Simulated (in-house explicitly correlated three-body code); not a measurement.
# Cd⁴⁶⁺: exact states and exact Kohn–Sham parts

Aim: the lowest states of Cd⁴⁶⁺ to near-exact accuracy, with their sizes and correlation, then the exact Kohn–Sham parts of the ground state and the errors of common functionals.

The numbers are computed with in-house explicitly correlated three-body code version 1 (two electrons, non-relativistic, variational in exponentially correlated functions), except any that are marked as measured or tabulated.

**1. The atom as given**

* charge of the centre: +48
* mass of the centre: infinite
* interactions: Coulomb
* basis: 260 functions exp(−a r1 − b r2 − g r12) a state, exponent ranges optimised
* units: hartree and bohr; relativity and QED are left out

**2. Input and results**

Settings:

```ini
Z = 48.0
interaction_strength = 1.0
functions = 260
states_tried = 13
```

Command:

```
$ python run_hyl.py task.json out
```

What does the calculation give? Wanted: ground-state energy; binding of the second electron; ⟨r12⟩, ⟨cos θ12⟩; resonance line 1 ¹S–2 ¹P; polarisability of the ground state; Ts, Ex, Ec; exact less Hartree–Fock.

**Answer**, as computed:

```
                          quantity                                    value
               ground-state energy                   -2274.15748416 hartree
    binding of the second electron                                 30535 eV
                  ⟨r12⟩, ⟨cos θ12⟩                    0.04602 bohr, -0.0028
          resonance line 1 ¹S–2 ¹P                     23034 eV, f = 0.8100
polarisability of the ground state                         1.7474e-06 bohr³
            Ts, Ex, Ec (Kohn–Sham)  2274.11110, -29.77789, -0.04630 hartree
           exact less Hartree–Fock                         -0.04646 hartree
```

**Reading.** The second electron is bound by 30540 eV, and the mean cosine of -0.003 shows the electrons nearly uncorrelated in angle. The virial ratio −T/E is 1.0000000, where an exact Coulomb state gives 1. Exchange puts 2 ³S 55.5 eV under 2 ¹S. On the exact density SCAN errs least (-3.2 millihartree) and LDA PW92 most (+3985.0). Self-consistent top levels of the semilocal functionals lie +265.2 to +341.5 eV from minus the binding energy, the exact Kohn–Sham level. For so high a charge relativity is large, so this is a model system.
